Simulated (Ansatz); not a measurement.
Here is an Ansatz input file for HfB₂, space group P6/mmm. Write the same calculation for the Python package.

```yaml
crystal:
  lattice:
    - [3.14, 0.0, 0.0]
    - [-1.57, 2.71932, 0.0]
    - [0.0, 0.0, 3.48]
  atoms:
    - { symbol: Hf, position: [0.0, 0.0, 0.0] }
    - { symbol: B, position: [0.333333, 0.666667, 0.5] }
    - { symbol: B, position: [0.666667, 0.333333, 0.5] }
kpoints:
  mp_grid: { kspacing: 0.3 }
hamiltonian:
  xc: pbe
scf:
  occupations: { method: gaussian, width: 0.15 }
basis:
  ecutwfc: 510
output:
  forces: true
  stress: true
```

Launched from the shell:
```console
$ ansatz run input.yaml --threads 1 --pin off --max-ram 3072MiB --backend cpu --events-out ev --progress --plain --runs-dir out
Warning: the atoms were moved onto the symmetric positions of the space group found under crystal.symmetry.tolerance 1.0e-5 (fractional; no operation is sought that the atoms, as they stand in a round, miss by more than twice it, and no atom is moved by as much as it), and the run uses the moved positions. Before a round's move an operation carried an atom to 3.14e-6 Å from where it should land, [...]
Engine: ansatz 0.2.0, aarch64-unknown-linux-gnu
Pseudopotentials: kind: paw
Pseudopotential: Hf, paw, valence charge 26, recommended cutoff 420 eV (normal), Hf.paw.azcp
Pseudopotential: B, paw, valence charge 3, recommended cutoff 420 eV (normal), B.paw.azcp
Functional definition: PBE
  parameter kappa = 0.804
  parameter beta = 0.06672455060314922
  exchange = pbe_x(kappa = kappa, mu = beta*pi^2/3)
  correlation = pbe_c(beta = beta)
Crystal: 3 atoms, lattice volume = 29.715 Å³
Basis set: ecut = 510 eV, 787 PW (Γ), exchange–correlation on 48×48×54 points (8 copies of the dense FFT grid, shifted against one another)
Bands: 20, of which v1, the nominal top of the filled ones, is band 16 counted from 1 (15 counted from 0)
Symmetry: 24 space group operations
Space group: P6/mmm (ITA 191), of the structure as read, at distance tolerance 3.1e-5 Å
k-points: 40 of 448
Non-local potential: Hf, projectors of the file, l = 0: 3, l = 1: 2, l = 2: 2, l = 3: 3
Non-local potential: B, projectors of the file, l = 0: 2, l = 1: 2, l = 2: 1
PAW form: soft (Blöchl's): semilocal exchange-correlation on the pseudo side does not see the compensation charge
PAW one-centre angular grid: Hf, 590 points (default); XC on 64 Gauss nodes
PAW one-centre angular grid: B, 110 points (default); XC on 64 Gauss nodes
Initial density: superposition of atomic densities (neutral atoms: chi_scale 0, normalization atom), corrected by the library's trained network
Initial wavefunctions: pseudopotential atomic-orbital guess
Functional: x = pbe(κ = 0.804, μ = 0.2195149727645171), c = pbe(β = 0.06672455060314922)
SCF iter   1: F=—  HF=-16036.217424 eV  |F-HF|=—  |Δ(HF+E_count)|=         —  Δρ=1.88e-3  dr2=1.56e-3  ethr=1.77e-3  ⟨swp⟩=3.8  Hψ=3078  notcnv=0
preconditioner: auto → none  [insulator: Δε(μ)=0.392 eV  Ē_g=17.456 eV  σ=0.150 eV  W_gap=0.72  n_scr=8 (ndim 8)  ℏωp=37.3 eV  f_vac=0.000  D(μ)=0.23/eV (n_scr^D=0)  ε∞_Penn≈5.6]
SCF iter   2: F=—  HF=-16036.216946 eV  |F-HF|=—  |Δ(HF+E_count)|=   4.78e-4  Δρ=5.59e-4  dr2=7.28e-5  ethr=4.86e-6  ⟨swp⟩=2.1  Hψ=1752  notcnv=0
SCF iter   3: F=—  HF=-16036.216912 eV  |F-HF|=—  |Δ(HF+E_count)|=   3.31e-5  Δρ=2.93e-4  dr2=8.60e-6  ethr=2.27e-7  ⟨swp⟩=2.5  Hψ=1330  notcnv=0
SCF iter   4: F=—  HF=-16036.216912 eV  |F-HF|=—  |Δ(HF+E_count)|=   4.40e-7  Δρ=9.91e-5  dr2=1.45e-6  ethr=2.69e-8  ⟨swp⟩=2.0  Hψ=1376  notcnv=0
SCF iter   5: F=—  HF=-16036.216911 eV  |F-HF|=—  |Δ(HF+E_count)|=   5.07e-7  Δρ=3.79e-5  dr2=1.52e-7  ethr=4.52e-9  ⟨swp⟩=2.0  Hψ=1439  notcnv=0
SCF iter   6: F=-16036.216912 eV  HF=-16036.216912 eV  |F-HF|=2.21e-9  |Δ(HF+E_count)|=   5.37e-8  Δρ=6.43e-6  dr2=4.55e-9  ethr=3.13e-10  ⟨swp⟩=4.0  Hψ=2834  notcnv=0
SCF 1 converged in 6 iterations: F = -16036.216912 eV  dr2 = 4.55e-9
  greatest PAW one-centre occupation: 0.998 electrons in one spin orbital (limit 2), on the Hf atom at site 0 (counted from 0), in its partial waves of l = 0
SCF converged after 6 iterations
Free energy (F): -16036.216912 eV
Harris-Foulkes:  -16036.216912 eV  (|F-HF|=2.21e-9)
Internal energy: -16036.214296 eV  (E = F + TS)
E sigma→0 (E₀):  -16036.215604 eV
Entropy (-TS):   -0.002615 eV (-0.872 meV/atom)
Fermi energy:    20.685924 eV
--- Per-component energies (eV) ---
  E_band       = 128.524232
  E_kinetic    = 525.936332
  E_local      = -5276.423483  (includes V_loc(G=0)·N_el)
  E_nonlocal   = -1221.540143
  E_hartree    = 2515.503255
  E_xc         = -367.027169
  E_vxc        = -346.320512  (∫ρ·V_xc dr)
  E_paw        = -7085.660651  (= ΣΔE_a)
  E_vpaw       = 1415.868764  (= ΣTr[D̂ρ^β])
  E_aug_tail   = -0.000005  (compensation charges beyond the density's cutoff)
  E_ewald      = -5127.002433
  E_smearing   = -0.002615  (= −TS)
  E_closure    = -0.000000  (closes the sum)
  Σ components = -16036.216912   (vs F -16036.216912, Δ=0.00e0)
--- Forces (eV/Å), atoms counted from 1 ---
  atom   1  Hf    -0.00000000     0.00000000     0.00000000
  atom   2  B     -0.00000000    -0.00000000    -0.00000000
  atom   3  B     -0.00000000     0.00000000     0.00000000
  max |Σ_I F_I| component: 1.11e-16 eV/Å
--- Stress (GPa, compression-positive) ---
        1.548688       0.000000      -0.000000
        0.000000       1.548688      -0.000000
       -0.000000      -0.000000       0.918943
  P = ⅓ Tr σ = 1.3388 GPa (13.388 kbar)
```

Script `run_deck.py`:
```python
import json

import ansatz as az
import numpy as np

deck = {
    'crystal': {
        'lattice': [[3.14, 0.0, 0.0], [-1.57, 2.71932, 0.0], [0.0, 0.0, 3.48]],
        'atoms': [
            {'symbol': 'Hf', 'position': [0.0, 0.0, 0.0]},
            {'symbol': 'B', 'position': [0.333333, 0.666667, 0.5]},
            {'symbol': 'B', 'position': [0.666667, 0.333333, 0.5]},
        ],
    },
    'kpoints': {'mp_grid': {'kspacing': 0.3}},
    'hamiltonian': {'xc': 'pbe'},
    'scf': {'occupations': {'method': 'gaussian', 'width': 0.15}},
    'basis': {'ecutwfc': 510},
    'output': {'forces': True, 'stress': True},
}

done = az.Session.from_dict(deck).plan(threads=1).execute()
report = done.report

print(f'free energy      {report["free_energy_ev"]:.5f} eV')
print(f'per atom         {report["free_energy_ev"] / len(done.lattice.sites):.5f} eV')
print(f'SCF iterations   {report["n_iterations"]}  (converged: {report["converged"]})')

forces = np.array(report['forces_ev_ang'])
norms = np.linalg.norm(forces, axis=1)
print('largest force {:.4f} eV/A on atom {}'.format(norms.max(), norms.argmax()))
print(np.array2string(forces, precision=4, suppress_small=True))

print('pressure by term (GPa)')
for term, tensor in report['stress_terms_gpa'].items():
    if np.any(tensor):
        print(f'  {term:28s} {np.trace(np.array(tensor)) / 3:12.3f}')
print(f'  {"total":28s} {np.trace(np.array(report["stress_gpa"])) / 3:12.3f}')

used = report['setup']
print('cutoffs (eV):', used['ecut_ev'], used['ecutrho_ev'], ' FFT grid:', used['fft_dense'])
print('cell volume {:.3f} A^3, {} symmetry operations'.format(used['cell_volume_ang3'], used['n_sym_ops']))

keep = ['free_energy_ev', 'energy_sigma0_ev', 'fermi_energy_ev', 'n_iterations', 'converged', 'magnetization_mub', 'n_kpoints']
with open('hfb2.json', 'w') as handle:
    json.dump({key: report[key] for key in keep}, handle, indent=1)
```

```console
$ python run_deck.py
DeckWarning: the atoms were moved onto the symmetric positions of the space group found under crystal.symmetry.tolerance 1.0e-5 (fractional; no operation is sought that the atoms, as they stand in a [...]
free energy      -16036.21691 eV
per atom         -5345.40564 eV
SCF iterations   6  (converged: True)
largest force 0.0000 eV/A on atom 1
[[-0.  0.  0.]
 [-0. -0. -0.]
 [-0.  0.  0.]]
pressure by term (GPa)
  kinetic                          1890.528
  hartree                          4521.107
  ewald                           -9214.748
  local_pseudopotential            3566.346
  nonlocal_pseudopotential         -466.328
  augmentation                      227.334
  nlcc                             -619.199
  xc                                 96.285
  augmentation_tail                   0.000
  scf_correction                     -0.001
  pulay_correction                    0.014
  total                               1.339
cutoffs (eV): 510.0 2040.0  FFT grid: [24, 24, 27]
cell volume 29.715 A^3, 24 symmetry operations
```
(Warnings from the package without file and line, shortened.)

Caveats:
- Absolute energies stand on the zero of these potentials, so only differences at equal settings mean something.
- Pressure is positive in compression.
- Spin-orbit coupling, which matters for elements this heavy, is left out.
- The structure is a deposited one; some such entries were measured under pressure or heat, so a shift against it needn't be the functional's error alone.
- The whole script took 1.6 s on 1 thread of Arm Neoverse V2 (shared host), peak memory 0.37 GiB.

(Lines on the test bed's own set-up are left out of the output.)
